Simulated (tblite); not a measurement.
# C5H9NO2Si: the cost of one run

Computed with tblite 0.8.0 and PySCF 2.14.0, with density-fitted response routines of our own, on a single molecule in the gas phase. Atoms count from 0, in the outputs and in this text.

## 1. Starting geometry

18 atoms, charge 0, multiplicity 1; geometry from: force field or distance geometry start.

Bonds of the start (Å): N0–C1 1.15, C1–C2 1.47, C2–C3 1.48, C3–C4 1.48, C4–Si5 1.84, Si5–O6 1.71, O6–C7 1.39, C7–O8 1.38, O8–C2 1.36, C2–H9 1.11, C3–H10 1.12, C3–H11 1.13, C4–H12 1.12, C4–H13 1.14, Si5–H14 1.48, Si5–H15 1.49, C7–H16 1.10, C7–H17 1.12.

## 2. Optimising the geometry with GFN2-xTB

What the job is given:

```
{"job": {"kind": "relax", "xc": "GFN2-xTB", "basis": "xTB"}, "charge": 0, "multiplicity": 1}
N      2.255800     1.445500     1.729000
C      1.698400     1.123800     0.772600
C      0.996100     0.710000    -0.447000
C      1.130000    -0.753100    -0.622800
C     -0.057700    -1.608800    -0.425700
Si    -1.646000    -0.760000    -0.032400
O     -1.521400     0.418800     1.194400
C     -0.845300     1.535900     0.723600
O     -0.274500     1.205700    -0.487300
H      1.547900     1.196300    -1.276200
H      1.556200    -0.945500    -1.641000
H      1.897700    -1.082600     0.139900
H      0.129600    -2.329900     0.415400
H     -0.252500    -2.267800    -1.330500
H     -2.329500    -0.243800    -1.238600
H     -2.545200    -1.809500     0.514000
H     -0.115700     1.866300     1.482600
H     -1.632600     2.305100     0.518300
```

The run is started by

```console
> OMP_NUM_THREADS=1 python probes_run.py task.json out
```

The driver reads the jobs from task.json and runs them one after another.

Q: Estimate the wall time and peak memory of this first job on 1 thread of Intel Xeon at 2.50GHz, shared host.

About 2.9 s, with a peak of 0.18 GiB.
